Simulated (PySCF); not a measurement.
**MP2/def2-TZVP (core potential) run of InH2ClO (SMILES [OH][InH][Cl])**

Aim: the vertical ionisation energy of InH2ClO at MP2/def2-TZVP (core potential), from 2 runs. The job is set up through a Python script.

The results are computed with PySCF 2.14.0.

## 1. Starting point

The species is InH2ClO (5 atoms), meant as a singlet with charge 0. As SMILES, `[OH][InH][Cl]`. The shape is that of a PBE0-D4/def2-TZVP optimisation. This is one conformer, not always the lowest.

Bond lengths: O1–In2 1.968 Å, In2–Cl3 2.333 Å, O1–H4 0.961 Å, In2–H5 1.688 Å. Angles: O1–In2–Cl3 109.8°, O1–In2–H5 126.8°, Cl3–In2–H5 123.4°, In2–O1–H4 111.6°.

## 2. The energy at MP2/def2-TZVP (core potential)

input.py reads:

```python
from pyscf import gto, mp

mol = gto.M(
    atom=[
    ('O', (-1.390100, 0.131800, -0.577000)),
    ('In', (0.449500, 0.401800, 0.067200)),
    ('Cl', (1.287900, -1.597300, 0.930400)),
    ('H', (-1.681700, -0.774800, -0.447000)),
    ('H', (1.334300, 1.838500, 0.026500)),
],
    spin=0,
    verbose=4,
    max_memory=1860,
    basis='def2-tzvp',
    ecp={'In': 'def2-svp'},
)

hf = mol.RHF()
hf.conv_tol = 1e-10
hf.kernel()
if not hf.converged:
    hf = hf.newton().run(hf.mo_coeff, hf.mo_occ)

pt = mp.MP2(hf, frozen=10).run()
etot = pt.e_tot
print('E(%s) = %.9f' % ('MP2', etot))
```

The run is started by

```sh
$ OMP_NUM_THREADS=1 python input.py
```

Log:

```text
PySCF version 2.14.0

[INPUT] num. atoms = 5
[INPUT] num. electrons = 48
[INPUT] charge = 0
[INPUT] spin (= nelec alpha-beta = 2S) = 0
[INPUT] symmetry False subgroup None
[INPUT] Mole.unit = angstrom
[INPUT] Symbol           X                Y                Z      unit          X                Y                Z       unit  Magmom
[INPUT]  1 O     -1.390100000000   0.131800000000  -0.577000000000 AA   -2.626908285758   0.249065903218  -1.090371973874 Bohr   0.0
[INPUT]  2 In     0.449500000000   0.401800000000   0.067200000000 AA    0.849431892992   0.759291956850   0.126989595571 Bohr   0.0
[INPUT]  3 Cl     1.287900000000  -1.597300000000   0.930400000000 AA    2.433778275827  -3.018459538768   1.758201186295 Bohr   0.0
[INPUT]  4 H     -1.681700000000  -0.774800000000  -0.447000000000 AA   -3.177952423681  -1.464159801313  -0.844707577681 Bohr   0.0
[INPUT]  5 H      1.334300000000   1.838500000000   0.026500000000 AA    2.521461568007   3.474261480013   0.050077742301 Bohr   0.0

nuclear repulsion = 168.631609123536
number of shells = 48
number of NR pGTOs = 216
number of NR cGTOs = 130
basis = def2-tzvp
ecp = {'In': 'def2-svp'}

******** <class 'pyscf.scf.hf.RHF'> ********
method = RHF
initial guess = minao
damping factor = 0
level_shift factor = 0
DIIS = <class 'pyscf.scf.diis.CDIIS'>
diis_start_cycle = 1
diis_space = 8
diis_damp = 0
SCF conv_tol = 1e-10
SCF conv_tol_grad = None
SCF max_cycles = 50
direct_scf = True
direct_scf_tol = 1e-13
Set gradient conv threshold to 1e-05
Initial guess from minao.
init E= -691.412026851627
  HOMO = -0.691073428991812  LUMO = -0.391406675461921  gap/eV = 8.15435
cycle= 1 E= -724.441785687095  delta_E=  -33  |g|= 1.78  |ddm|= 46.8
  HOMO = -0.310072282828381  LUMO = 0.0649809192794118  gap/eV = 10.20572
cycle= 2 E= -724.750994256288  delta_E= -0.309  |g|= 0.83  |ddm|= 4.36
  HOMO = -0.432789271341643  LUMO = 0.0292427583924699  gap/eV = 12.57253
cycle= 3 E= -724.844403801077  delta_E= -0.0934  |g|= 0.131  |ddm|= 0.963
  HOMO = -0.441868162433811  LUMO = 0.0305880916907134  gap/eV = 12.85619
cycle= 4 E= -724.847442226355  delta_E= -0.00304  |g|= 0.0441  |ddm|= 0.171
  HOMO = -0.441228703648831  LUMO = 0.030771507109534  gap/eV = 12.84378
cycle= 5 E= -724.847812617025  delta_E= -0.00037  |g|= 0.00924  |ddm|= 0.0498
  HOMO = -0.440908396812469  LUMO = 0.0304699404120151  gap/eV = 12.82686
cycle= 6 E= -724.847854204184  delta_E= -4.16e-05  |g|= 0.00219  |ddm|= 0.0257
  HOMO = -0.441370198046138  LUMO = 0.0304725570627067  gap/eV = 12.83950
cycle= 7 E= -724.847855830186  delta_E= -1.63e-06  |g|= 0.000522  |ddm|= 0.00419
  HOMO = -0.441365591421078  LUMO = 0.0304655228580978  gap/eV = 12.83918
cycle= 8 E= -724.847856030871  delta_E= -2.01e-07  |g|= 0.000145  |ddm|= 0.00119
  HOMO = -0.441364078436992  LUMO = 0.0304709499292128  gap/eV = 12.83929
cycle= 9 E= -724.847856048894  delta_E= -1.8e-08  |g|= 3.43e-05  |ddm|= 0.000347
  HOMO = -0.441369369774958  LUMO = 0.0304693087820174  gap/eV = 12.83938
cycle= 10 E= -724.84785604985  delta_E= -9.55e-10  |g|= 1.11e-05  |ddm|= 7.39e-05
  HOMO = -0.441369681545801  LUMO = 0.0304696216005549  gap/eV = 12.83940
cycle= 11 E= -724.847856049939  delta_E= -8.91e-11  |g|= 3.66e-06  |ddm|= 2.3e-05
  HOMO = -0.441369747115791  LUMO = 0.0304696493102421  gap/eV = 12.83940
Extra cycle  E= -724.847856049947  delta_E= -8.19e-12  |g|= 1.8e-06  |ddm|= 6.12e-06
converged SCF energy = -724.847856049947

******** <class 'pyscf.mp.mp2.RMP2'> ********
nocc = 14, nmo = 120
frozen orbitals 10
E(RMP2) = -725.55571774769  E_corr = -0.707861697743239
E(SCS-RMP2) = -725.519864399168  E_corr = -0.672008349220921
E_corr(same-spin) = -0.204721947774192
E_corr(oppo-spin) = -0.503139749969047
E(MP2) = -725.555717748
```

Wall time 6.6 s (1 thread of Arm Neoverse V1, shared host); peak memory 0.5 GiB.

## 3. The doublet cation, same level

run.py reads:

```python
from pyscf import gto, mp

mol = gto.Mole()
mol.atom = '''
O       -1.390100       0.131800      -0.577000
In       0.449500       0.401800       0.067200
Cl       1.287900      -1.597300       0.930400
H       -1.681700      -0.774800      -0.447000
H        1.334300       1.838500       0.026500
'''
mol.basis = 'def2-tzvp'
mol.charge = 1
mol.max_memory = 1860
mol.verbose = 4
mol.spin = 1
mol.ecp = {'In': 'def2-svp'}
mol.build()

mf = mol.UHF()
mf.conv_tol = 1e-10
mf.kernel()
if not mf.converged:
    mf = mf.newton().run(mf.mo_coeff, mf.mo_occ)

pt = mp.MP2(mf, frozen=10).run()
e_final = pt.e_tot
print('E = %.10f Eh' % e_final)
```

The run is started by

```sh
$ OMP_NUM_THREADS=1 python run.py
```

Log:

```text
PySCF version 2.14.0

[INPUT] num. atoms = 5
[INPUT] num. electrons = 47
[INPUT] charge = 1
[INPUT] spin (= nelec alpha-beta = 2S) = 1
[INPUT] symmetry False subgroup None
[INPUT] Mole.unit = angstrom
[INPUT] Symbol           X                Y                Z      unit          X                Y                Z       unit  Magmom
[INPUT]  1 O     -1.390100000000   0.131800000000  -0.577000000000 AA   -2.626908285758   0.249065903218  -1.090371973874 Bohr   0.0
[INPUT]  2 In     0.449500000000   0.401800000000   0.067200000000 AA    0.849431892992   0.759291956850   0.126989595571 Bohr   0.0
[INPUT]  3 Cl     1.287900000000  -1.597300000000   0.930400000000 AA    2.433778275827  -3.018459538768   1.758201186295 Bohr   0.0
[INPUT]  4 H     -1.681700000000  -0.774800000000  -0.447000000000 AA   -3.177952423681  -1.464159801313  -0.844707577681 Bohr   0.0
[INPUT]  5 H      1.334300000000   1.838500000000   0.026500000000 AA    2.521461568007   3.474261480013   0.050077742301 Bohr   0.0

nuclear repulsion = 168.631609123536
number of shells = 48
number of NR pGTOs = 216
number of NR cGTOs = 130
basis = def2-tzvp
ecp = {'In': 'def2-svp'}

******** <class 'pyscf.scf.uhf.UHF'> ********
method = UHF
initial guess = minao
damping factor = 0
level_shift factor = 0
DIIS = <class 'pyscf.scf.diis.CDIIS'>
diis_start_cycle = 1
diis_space = 8
diis_damp = 0
SCF conv_tol = 1e-10
SCF conv_tol_grad = None
SCF max_cycles = 50
direct_scf = True
direct_scf_tol = 1e-13
number electrons alpha = 24  beta = 23
Set gradient conv threshold to 1e-05
init E= -691.412026851626
[... the frontier-level lines of each cycle are left out ...]

cycle= 1 E= -724.036725288674  delta_E= -32.6  |g|= 1.27  |ddm|= 33.1
cycle= 2 E= -724.31646582376  delta_E= -0.28  |g|= 0.656  |ddm|=    3
cycle= 3 E= -724.45217637486  delta_E= -0.136  |g|= 0.168  |ddm|= 0.73
cycle= 4 E= -724.464048375583  delta_E= -0.0119  |g|= 0.0617  |ddm|= 0.134
cycle= 5 E= -724.466865221088  delta_E= -0.00282  |g|= 0.0239  |ddm|= 0.0728
cycle= 6 E= -724.468515208872  delta_E= -0.00165  |g|= 0.00893  |ddm|= 0.0602
cycle= 7 E= -724.468827349742  delta_E= -0.000312  |g|= 0.00607  |ddm|= 0.0235
cycle= 8 E= -724.468976349829  delta_E= -0.000149  |g|= 0.00421  |ddm|= 0.0216
cycle= 9 E= -724.469063835311  delta_E= -8.75e-05  |g|= 0.00256  |ddm|= 0.0229
cycle= 10 E= -724.469101852357  delta_E= -3.8e-05  |g|= 0.00153  |ddm|= 0.0168
cycle= 11 E= -724.469116126246  delta_E= -1.43e-05  |g|= 0.00119  |ddm|= 0.00744
cycle= 12 E= -724.46912721632  delta_E= -1.11e-05  |g|= 0.000909  |ddm|= 0.00542
cycle= 13 E= -724.469134649831  delta_E= -7.43e-06  |g|= 0.000714  |ddm|= 0.00472
cycle= 14 E= -724.469142087672  delta_E= -7.44e-06  |g|= 0.000441  |ddm|= 0.0071
cycle= 15 E= -724.469144726548  delta_E= -2.64e-06  |g|= 0.000248  |ddm|= 0.00505
cycle= 16 E= -724.469145180682  delta_E= -4.54e-07  |g|= 0.000148  |ddm|= 0.00209
cycle= 17 E= -724.469145285419  delta_E= -1.05e-07  |g|= 8.75e-05  |ddm|= 0.000879
cycle= 18 E= -724.469145326477  delta_E= -4.11e-08  |g|= 4.95e-05  |ddm|= 0.000658
cycle= 19 E= -724.46914533534  delta_E= -8.86e-09  |g|= 2.7e-05  |ddm|= 0.000256
cycle= 20 E= -724.469145339051  delta_E= -3.71e-09  |g|= 1.39e-05  |ddm|= 0.000204
cycle= 21 E= -724.469145339958  delta_E= -9.07e-10  |g|= 6.21e-06  |ddm|= 0.000115
cycle= 22 E= -724.469145340056  delta_E= -9.82e-11  |g|= 2.97e-06  |ddm|= 3.64e-05
Extra cycle  E= -724.469145340071  delta_E= -1.46e-11  |g|= 2.22e-06  |ddm|= 4.32e-06
converged SCF energy = -724.469145340071  <S^2> = 0.76147176  2S+1 = 2.0114391

******** <class 'pyscf.mp.ump2.UMP2'> ********
nocc = (np.int64(14), np.int64(13)), nmo = (120, 120)
frozen orbitals 10
E(UMP2) = -725.13923722242  E_corr = -0.670091882349304
E(SCS-UMP2) = -725.106526630665  E_corr = -0.637381290593921
E_corr(same-spin) = -0.192379578721434
E_corr(oppo-spin) = -0.477712303627869
E = -725.1392372224 Eh
```

It took 16 s on 1 thread of Arm Neoverse V1, shared host; peak memory 0.53 GiB.

## 4. Results

Level: MP2/def2-TZVP (core potential), 10 core orbitals frozen.

```
                                                                  quantity          value
                                             singlet InH2ClO: total energy  -725.55572 Eh
                     singlet InH2ClO: dipole moment (Hartree–Fock density)         1.53 D
                      singlet InH2ClO: HOMO energy (Hartree–Fock orbitals)      -12.01 eV
                      singlet InH2ClO: LUMO energy (Hartree–Fock orbitals)        0.83 eV
                    singlet InH2ClO: HOMO–LUMO gap (Hartree–Fock orbitals)       12.84 eV
             singlet InH2ClO: correlation energy (10 core orbitals frozen)     -707.9 mEh
                                              doublet cation: total energy  -725.13924 Eh
doublet cation: HOMO energy (Hartree–Fock orbitals) (highest over α and β)      -17.79 eV
 doublet cation: LUMO energy (Hartree–Fock orbitals) (lowest over α and β)       -8.70 eV
              doublet cation: correlation energy (10 core orbitals frozen)     -670.1 mEh
                         doublet cation: ⟨S²⟩ of the reference determinant          0.761
                        vertical ionisation energy (to the doublet cation)      11.333 eV
```

In words: Removing an electron at fixed nuclei costs 11.33 eV (1093 kJ/mol). Mulliken charges (doublet cation) of the mean-field density run from -0.70 on O1 to +1.04 on In2.
